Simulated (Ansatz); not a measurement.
# One shape, several levels: AlHBr (SMILES [AlH][Br])

Wanted: a comparison of 6 runs (U-r2SCAN0/STO-3G, UB2PLYP/STO-3G, UBHLYP/STO-3G, UHSE06/STO-3G, UCCSDT(Q)/STO-3G, FCI/STO-3G) of AlHBr. 

The results are computed with Ansatz 0.2.0.

59 further runs of the same task are left out: 10 that didn't finish, 49 set aside as unsound or not needed.

## (1) The system as given

AlHBr: 3 atoms, total charge 0, spin state doublet. SMILES: `[AlH][Br]`. The Br2–Al1 distance was set to 5.688 Å, away from the relaxed value. At this shape a bond of the SMILES string is far longer than usual.

Bond lengths: Al1–H3 1.602 Å.

## (2) The energy at U-r2SCAN0/STO-3G (run 1)

The input, input.yaml:

```yaml
crystal:
  periodic: [false, false, false]
  atoms:
    - {symbol: Al, position_ang: [-3.118500, -1.582900, -1.904400]}
    - {symbol: Br, position_ang: [1.584500, 0.008600, 0.871100]}
    - {symbol: H, position_ang: [-4.120700, -0.400300, -2.310600]}
basis:
  gaussian:
    orbitals: STO-3G
total_charge: 0
magnetization:
  spin_polarized: true
  initial_magnetization: 1
hamiltonian:
  xc: {name: r2SCAN0}
accuracy: high
```

The run is started by

```bash
$ ansatz run input.yaml --threads 1 --pin off --max-ram 2610MiB --events-out events.jsonl --progress --plain --runs-dir runs
```

Log:

```text
Warning: RAYON_NUM_THREADS=1 ignored (pool sized by the plan → 1); use --threads N
Functional definition: r2SCAN0
  name "r2SCAN0"
  parameter a = 0.25
  parameter k0 = 0.174
  parameter k1 = 0.065
  parameter a1 = 4.9479
  exchange = (1 - a)*r2scan_x(k0 = k0, k1 = k1, a1 = a1) + a*exact_x
  correlation = r2scan_c
332 factors; integrals over basis functions are off by at most 1.4e-8 eV
mean field evaluation 1: about -75808.5691 eV, gradient 1.1e1 eV
mean field evaluation 2: about -75631.1148 eV, gradient 2.6e1 eV
mean field evaluation 4: about -75812.7824 eV, gradient 3.5e0 eV
mean field evaluation 8: about -75812.9358 eV, gradient 6.3e-1 eV
mean field evaluation 16: about -75813.0899 eV, gradient 9.8e-2 eV
mean field evaluation 32: about -75810.7475 eV, gradient 6.1e0 eV
mean field evaluation 64: about -75813.0881 eV, gradient 1.9e-1 eV
mean field -75813.09680527 eV, -2786.0799196308 hartree, gradient 4.1e-8 eV, S^2 0.750350; 3 other end points of the search recorded, 0 dependent functions left out
reference -75813.09680594 eV, -2786.0799196555 hartree; 25, 24 occupied and 3, 4 virtual orbitals, 332 factors
Total energy: -75813.09680594 eV, -2786.0799196555 hartree
```

Run time: 36 s. Hardware: 1 thread of Arm Neoverse V1, shared host; peak memory 0.23 GiB.

## (3) The energy at UB2PLYP/STO-3G (run 2)

The input, in.yaml:

```yaml
crystal:
  periodic: [false, false, false]
  atoms:
    - {symbol: Al, position_ang: [-3.118500, -1.582900, -1.904400]}
    - {symbol: Br, position_ang: [1.584500, 0.008600, 0.871100]}
    - {symbol: H, position_ang: [-4.120700, -0.400300, -2.310600]}
basis:
  gaussian:
    orbitals: STO-3G
magnetization:
  spin_polarized: true
  initial_magnetization: 1
hamiltonian:
  xc: {name: B2PLYP}
correlation:
  frozen_orbitals: {Al: 5, Br: 9, H: 0}
accuracy: high
```

The run is started by

```bash
$ ansatz run in.yaml --threads 1 --pin off --max-ram 2610MiB --events-out events.jsonl --progress --plain --runs-dir runs
```

Log (excerpt; [...] marks lines left out):

```text
Warning: RAYON_NUM_THREADS=1 ignored (pool sized by the plan → 1); use --threads N
Functional definition: B2PLYP
  name "B2PLYP"
[...]
332 factors; integrals over basis functions are off by at most 1.4e-8 eV
[...]
mean field -75796.96048609 eV, -2785.4869208386 hartree, gradient 2.1e-8 eV, S^2 0.750000; 6 other end points of the search recorded, 0 dependent functions left out
14 core orbitals not correlated: weight in the atoms' cores, before any rotation towards them, 1.000 or more for the frozen orbitals, at most 0.000 for the correlated occupied ones
reference -75796.96050802 eV, -2785.4869216445 hartree; 11, 10 occupied and 3, 4 virtual orbitals, 332 factors
second order -0.95992185 eV of doubles, -0.00000000 eV of singles
Total energy: -75797.21968692 eV, -2785.4964462934 hartree
```

It took 8.7 s on 1 thread of Arm Neoverse V1, shared host; peak memory 0.14 GiB.

Runs 3 to 5 aren't shown in full; the table further down has their settings and results.

## (4) The energy at FCI/STO-3G (run 6)

The input, input.yaml:

```yaml
crystal:
  periodic: [false, false, false]
  atoms:
    - {symbol: Al, position_ang: [-3.118500, -1.582900, -1.904400]}
    - {symbol: Br, position_ang: [1.584500, 0.008600, 0.871100]}
    - {symbol: H, position_ang: [-4.120700, -0.400300, -2.310600]}
basis:
  gaussian: {orbitals: STO-3G}
magnetization: {spin_polarized: true, initial_magnetization: 1}
correlation: {method: fci, frozen_orbitals: {Al: 5, Br: 9, H: 0}}
accuracy: high
```

The run is started by

```bash
$ ansatz run input.yaml --threads 1 --pin off --max-ram 2610MiB --events-out events.jsonl --progress --plain --runs-dir runs
```

Log (excerpt; [...] marks lines left out):

```text
Warning: RAYON_NUM_THREADS=1 ignored (pool sized by the plan → 1); use --threads N
Functional definition: HF
  name "HF"
[...]
332 factors; integrals over basis functions are off by at most 1.4e-8 eV
[...]
mean field -75760.16971107 eV, -2784.1348847946 hartree, gradient 2.5e-8 eV, S^2 0.750000; 13 other end points of the search recorded, 0 dependent functions left out
determinant -75760.16971107 eV, -2784.1348847946 hartree, with singles and doubles -75761.32878574 eV, -2784.1774800028 hartree
determinant -75760.16791852 eV, -2784.1348189194 hartree, with singles and doubles -75761.32732663 eV, -2784.1774263816 hartree
determinant -75760.16971107 eV, -2784.1348847946 hartree, with singles and doubles -75761.32884215 eV, -2784.1774820758 hartree
determinant -75760.16791852 eV, -2784.1348189194 hartree, with singles and doubles -75761.32738377 eV, -2784.1774284813 hartree
14 core orbitals not correlated: weight in the atoms' cores, before any rotation towards them, 1.000 or more for the frozen orbitals, at most 0.000 for the correlated occupied ones
reference -75760.16971107 eV, -2784.1348847944 hartree; 11, 10 occupied and 3, 4 virtual orbitals, 332 factors
state -75761.33037980 eV, -2784.1775385835 hartree
Total energy: -75761.33037980 eV, -2784.1775385835 hartree
```

Wall time 2.5 s (1 thread of Arm Neoverse V1, shared host); peak memory 0.099 GiB.

## (5) All runs side by side

```tsv
run	level	frozen core orbitals	energy (Eh)	⟨S²⟩	wall time
1	U-r2SCAN0/STO-3G	–	-2786.079920	0.750	36 s
2	UB2PLYP/STO-3G	14	-2785.496446	0.750	8.7 s
3	UBHLYP/STO-3G	–	-2786.068841	0.750	7.2 s
4	UHSE06/STO-3G	–	-2785.608907	0.750	21 s
5	UCCSDT(Q)/STO-3G	14	-2784.177527	0.750	6.6 s
6	FCI/STO-3G	14	-2784.177539	–	2.5 s
```

## (6) What came out

```
                                           quantity           value
                                run 6: total energy  -2784.17754 Eh
run 6: correlation energy (14 core orbitals frozen)       -42.7 mEh
```

Against full CI in this basis: UCCSDT(Q) +0.0 mEh. Totals of different functionals can't be ranked against each other. In runs 1, 2, 3, 4, 5, 6 the basis is minimal, so the values are rough. All runs together took 82 s, the longest 36 s.
